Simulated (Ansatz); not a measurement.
# GeN₃H₇: one species, many methods

Aim: compute GeN₃H₇ with functionals from several rungs and with coupled cluster, and see how far each lands from CCSD(T) at the basis-set limit for the atomisation energy.

Computed with Ansatz 0.2.0, Gaussian basis. Level: functionals in def2-TZVPP, the program's frozen cores in correlated methods.

Plan: LDA (SPW92), PBE-D4, revPBE-D4, BLYP-D4, r2SCAN-D4, B97M-V, PBE0-D4, B3LYP-D4, r2SCANh-D4, r2SCAN0-D4, HSE06-D4, BHLYP-D4, CAM-B3LYP-D4, LC-ωPBE, ωB97X-V, ωB97M-V, B2PLYP, PBE-QIDH; CCSD(T)/def2-SVP; CCSD(T)/def2-TZVPP; MP2/def2-QZVPP; extrapolation to the limit; RPA on PBE.

### Step 1. The geometry

All runs share one geometry, relaxed beforehand with PBE0-D4 in a triple-zeta def2 set.

11 atoms, charge 0, spin multiplicity 1.

Atoms are counted from 1 here; the program's logs count them from 0.

Bond lengths: N1–Ge2 1.834 Å, N1–H5 1.009 Å, N1–H6 1.010 Å, Ge2–N3 1.834 Å, Ge2–N4 1.829 Å, Ge2–H7 1.544 Å, N3–H8 1.011 Å, N3–H9 1.010 Å, N4–H10 1.010 Å, N4–H11 1.011 Å. Angles: Ge2–N1–H5 115.8°, Ge2–N1–H6 115.8°, H5–N1–H6 109.9°, N1–Ge2–N3 108.1°, N1–Ge2–N4 115.7°, N1–Ge2–H7 105.7°, N3–Ge2–N4 101.7°, N3–Ge2–H7 118.7°, N4–Ge2–H7 107.4°, Ge2–N3–H8 114.4°, Ge2–N3–H9 115.3°, H8–N3–H9 109.3°, Ge2–N4–H10 114.5°, Ge2–N4–H11 113.3°, H10–N4–H11 108.7°.

### Step 2. LDA

This LDA is Slater exchange with PW92 correlation.

in.yaml

```yaml
crystal:
  periodic: [false, false, false]
  atoms:
    - {symbol: N, position_ang: [-1.236700, 1.127024, -0.443468]}
    - {symbol: Ge, position_ang: [0.335069, 0.288417, -0.006942]}
    - {symbol: N, position_ang: [0.027823, -0.774183, 1.455785]}
    - {symbol: N, position_ang: [0.949406, -0.929395, -1.226098]}
    - {symbol: H, position_ang: [-1.311019, 2.093820, -0.164837]}
    - {symbol: H, position_ang: [-2.081600, 0.632479, -0.195917]}
    - {symbol: H, position_ang: [1.391307, 1.409513, 0.099408]}
    - {symbol: H, position_ang: [0.809482, -1.358179, 1.718987]}
    - {symbol: H, position_ang: [-0.320229, -0.294290, 2.273154]}
    - {symbol: H, position_ang: [1.178269, -0.539743, -2.129798]}
    - {symbol: H, position_ang: [0.323692, -1.712462, -1.359873]}
basis:
  gaussian: {orbitals: def2-TZVPP}
hamiltonian: {xc: lda}
output: {orbitals: {seedname: orbitals}}
```

The run is started by

```console
> ansatz run in.yaml --threads 4 --pin off --events-out ev --progress --plain --max-ram 10444MiB
```

The runs that follow: PBE-D4 (GGA); revPBE-D4 (GGA); BLYP-D4 (GGA); r2SCAN-D4 (meta-GGA); B97M-V (meta-GGA); PBE0-D4 (hybrid); B3LYP-D4 (hybrid); r2SCANh-D4 (hybrid); r2SCAN0-D4 (hybrid); HSE06-D4 (hybrid); BHLYP-D4 (hybrid); CAM-B3LYP-D4 (range-separated); LC-ωPBE (range-separated); ωB97X-V (range-separated); ωB97M-V (range-separated); B2PLYP (double hybrid); PBE-QIDH (double hybrid); CCSD(T) in def2-SVP; CCSD(T) in def2-TZVPP; MP2 in def2-QZVPP; RPA on PBE orbitals.

Q: Predict the results of all the runs planned. Wanted: atomisation energy, CCSD(T)/CBS; farthest beyond LDA; mean size of error, GGA; mean size of error, meta-GGA; mean size of error, hybrid; mean size of error, range-separated; mean size of error, double hybrid; gap, smallest and largest; T1 diagnostic.

The runs gave:

```
                               quantity                                                      value
        atomisation energy, CCSD(T)/CBS                                             858.5 kcal/mol
functionals within 8.6 kcal/mol (1.0 %)  BLYP-D4, B97M-V, B3LYP-D4, CAM-B3LYP-D4, ωB97X-V, ωB97M-V
                    farthest beyond LDA                                  BHLYP-D4 (-31.5 kcal/mol)
                mean size of error, GGA                                               8.0 kcal/mol
           mean size of error, meta-GGA                                               8.0 kcal/mol
             mean size of error, hybrid                                              16.3 kcal/mol
    mean size of error, range-separated                                               4.4 kcal/mol
      mean size of error, double hybrid                                              15.4 kcal/mol
              gap, smallest and largest                      5.43 eV (BLYP-D4), 12.87 eV (LC-ωPBE)
                          T1 diagnostic                                                     0.0103
triples share of the correlation energy                                                      3.6 %
```

In words: LDA overbinds by 126.1 kcal/mol (15 %). PBE-D4 misses by +9.9 kcal/mol. Double hybrids carry the basis error of their MP2 part in triple zeta, and no dispersion term here, so their miss is partly the set-up's. The rungs range-separated, GGA, meta-GGA miss on average by less than the doubt on the reference (8.6 kcal/mol), so they tie. Misses under about 8.6 kcal/mol are within the doubt on the reference itself, which lacks core-valence correlation, relativity and higher excitations, and its outer-core shells are covered unevenly. Hartree-Fock recovers 65 % of the binding; the rest is correlation. CCSD(T) in def2-SVP is off by -79.1 kcal/mol, so the small basis spoils what the method gains. Orbital gaps span 5.4 to 12.9 eV; exact exchange widens them. Correlated methods include outer-core shells of Ge, which these sets cover unevenly.
